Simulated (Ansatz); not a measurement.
Run this with Ansatz's Python interface and show what comes out.

Script `ip.py`:
```python
from dataclasses import dataclass

import ansatz


@dataclass(frozen=True)
class Options:
    basis_set: str = 'def2-SVPD'
    xc: str = 'b3lyp'


settings = Options()


def total_energy(molecule, charge=0, unpaired=0):
    calc = molecule.calculation().basis(gaussian=settings.basis_set).functional(settings.xc)
    if charge:
        calc = calc.charge(charge)
    if unpaired:
        calc = calc.spin('collinear', total=unpaired)
    report = calc.run(threads=1, backend='cpu').report
    if report['published_state_doubts']:
        print('  doubts:', report['published_state_doubts'])
    return report['free_energy_ev']

GEOMETRY = '''
C     0.20850   -1.00330    0.12330
N    -1.20570   -0.75870   -0.11550
Ge   -0.31710    0.74680   -0.12990
H     1.03850   -1.65000    0.29610
H     0.36650    1.16150   -1.47630
H    -0.04870    1.43960    1.25620
'''


def main() -> None:
    geometry = ansatz.Crystal.molecule()
    for line in GEOMETRY.strip().splitlines():
        symbol, *xyz = line.split()
        geometry = geometry.atom(symbol, [float(v) for v in xyz])

    parent = total_energy(geometry, 0, 0)
    cation = total_energy(geometry, 1, 1)
    print(f'E(N)   = {parent:.5f} eV')
    print(f'E(N-1) = {cation:.5f} eV  (1 unpaired)')
    print(f'vertical ionisation energy {cation - parent:.3f} eV')


if __name__ == '__main__':
    main()
```

```console
$ python ip.py
E(N)   = -59082.10344 eV
E(N-1) = -59073.09648 eV  (1 unpaired)
vertical ionisation energy 9.007 eV
```

At this unrelaxed geometry removing an electron costs 9.01 eV.

The settings weren't tested for convergence. The geometry is a force-field or estimated start, not a minimum of this method, and the basis set is short of its limit. All parts are taken at fixed geometry, without zero-point energy. At an unrelaxed start these energies can be a whole eV from those at the minimum, and a small affinity can change sign. b3lyp holds the VWN-RPA fit, as in Gaussian; the form of ORCA and Turbomole is b3lyp5. Finished in 9.8 s on 1 thread of Arm Neoverse V2, on a shared host, peak memory 0.3 GiB.
